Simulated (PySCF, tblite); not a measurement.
**C₃H₁₂NPSi₃: infrared bands and NMR shifts**

What infrared bands and NMR shifts should C₃H₁₂NPSi₃ (`CC#C[SiH2]N([SiH3])[SiH2]P`) show?

Computed with tblite 0.8.0 and PySCF 2.14.0, with density-fitted response routines of our own, on a single molecule in the gas phase. Atoms are numbered from 0 throughout.

## Step 1: Starting geometry

20 atoms, charge 0, multiplicity 1; geometry from: GFN2-xTB.

Bonds of the start (Å): C0–C1 1.45, C1–C2 1.21, C2–Si3 1.85, Si3–N4 1.75, N4–Si5 1.74, N4–Si6 1.74, Si6–P7 2.24, C0–H8 1.09, C0–H9 1.09, C0–H10 1.09, Si3–H11 1.47, Si3–H12 1.46, Si5–H13 1.46, Si5–H14 1.47, Si5–H15 1.46, Si6–H16 1.47, Si6–H17 1.47, P7–H18 1.38, P7–H19 1.38.

## Step 2: Harmonic vibrations with GFN2-xTB

What the job is given:

```
{"job": {"kind": "ir", "xc": "GFN2-xTB", "basis": "xTB"}, "charge": 0, "multiplicity": 1}
C      3.345908     1.546250    -0.329704
C      2.284977     0.843979     0.357548
C      1.406857     0.255689     0.937847
Si    -0.002096    -0.603555     1.767433
N     -1.293573    -0.824293     0.602367
Si    -1.886438    -2.382802     0.096621
Si    -1.864100     0.561786    -0.279355
P     -0.945517     0.576673    -2.322643
H      3.961345     2.086550     0.389540
H      3.972510     0.837619    -0.871314
H      2.923564     2.258363    -1.039088
H     -0.521821     0.246206     2.846006
H      0.413115    -1.923347     2.238320
H     -3.347850    -2.348182     0.188457
H     -1.460616    -2.660687    -1.277452
H     -1.336664    -3.366797     1.024755
H     -1.540366     1.746813     0.518919
H     -3.316145     0.455356    -0.449355
H     -1.145926     1.929968    -2.529117
H      0.347688     0.775089    -1.872821
```

**Question.** This job is followed by: GIAO PBE0/pcSseg-1 NMR shielding, non-relativistic, gas phase. Predict these results of the whole session: strongest single infrared mode (GFN2-xTB); zero-point energy (GFN2-xTB); ¹³C shifts against TMS (PBE0/pcSseg-1); ¹H shifts against TMS (PBE0/pcSseg-1, means over atoms taken as alike); ²⁹Si shifts against TMS (PBE0/pcSseg-1); ¹⁵N shifts against NH3 (PBE0/pcSseg-1); ³¹P shifts against H3PO4 (PBE0/pcSseg-1).

The runs gave:

| quantity | value |
| --- | --- |
| strongest single infrared mode (GFN2-xTB) | 955 cm⁻¹, 513 km/mol |
| zero-point energy (GFN2-xTB) | 79.5 kcal/mol |
| ¹³C shifts against TMS (PBE0/pcSseg-1) | 115.0, 86.1, 6.1 ppm |
| ¹H shifts against TMS (PBE0/pcSseg-1, means over atoms taken as alike) | 5.39, 5.00, 4.85, 2.13, 1.26 ppm |
| ²⁹Si shifts against TMS (PBE0/pcSseg-1) | -26.5, -45.7, -49.4 ppm |
| ¹⁵N shifts against NH3 (PBE0/pcSseg-1) | 3.6 ppm |
| ³¹P shifts against H3PO4 (PBE0/pcSseg-1) | -299.3 ppm |

In words: The lowest mode is slightly imaginary (10i cm⁻¹), a soft motion within the noise of the Hessian, so the minimum is not strictly shown. The strongest single mode, at 955 cm⁻¹, moves mainly N4. GFN2-xTB is a fitted tight-binding method: band positions and strengths are rough. Its intensities can rank the bands wrongly. At PBE0/pcSseg-1: The largest span, 278 ppm, is at C1, where the paramagnetic term is -204 ppm.
